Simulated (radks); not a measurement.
# K¹⁴⁺ in 2s2 2p3: an all-electron calculation

An exercise on one series of results from a longer session: the logs are not shown, and one member is left open.

Program: radks (a radial shooting solver on a logarithmic mesh, Libxc functionals) version 1. Level of theory: scalar-relativistic Kohn-Sham, LDA (Slater exchange, Perdew-Wang correlation), spin-polarised, spherical densities, finite nucleus; open shells are filled with parallel spins first. These are calculated values, not measurements, unless marked.

## The system

| Quantity | Value |
| --- | --- |
| element | potassium (Z = 19) |
| charge | +14 |
| electrons | 5 |
| configuration | 2s2 2p3 |
| nuclear rms radius | 3.4349 fm |

The outer shells:

K¹⁴⁺
```
2s [↑↓]
2p [↑ ][↑ ][↑ ]
```

Set-up of the first run:

Input:

```text
Z 19
configuration 2s2 2p3 1s0 3p0 3d0
relativity scalar-relativistic
functional lda,pw
spin polarised
nucleus finite rms 3.4349 fm
c 137.035999084
```

One table of the session follows, with a row left open; its other results are not shown here.

It belongs to the step «Orbitals and density». Radial moments (bohr):

| level | <r> | outermost maximum (interpolated) | 90 % within |
| --- | --- | --- | --- |
| 1s up | 0.07876 | 0.0522 | 0.140 |
| 1s down | 0.07855 | 0.0520 | 0.140 |
| 2s up | 0.3331 | 0.285 | 0.511 |
| 2s down | 0.3370 | 0.287 | 0.517 |
| 2p up | 0.2821 | 0.221 | 0.456 |
| 2p down | ? | ? | ? |
| 3p up | 0.7634 | 0.717 | 1.13 |
| 3p down | 0.7774 | 0.731 | 1.15 |
| 3d up | 0.6688 | 0.566 | 1.02 |
| 3d down | 0.6841 | 0.581 | 1.04 |

**Question.** Estimate the row for 2p down.

The run gave: <r>: 0.2880; outermost maximum (interpolated): 0.225; 90 % within: 0.466. In the column «<r>» it lies between 2p up (0.2821) and 2s up (0.3331).
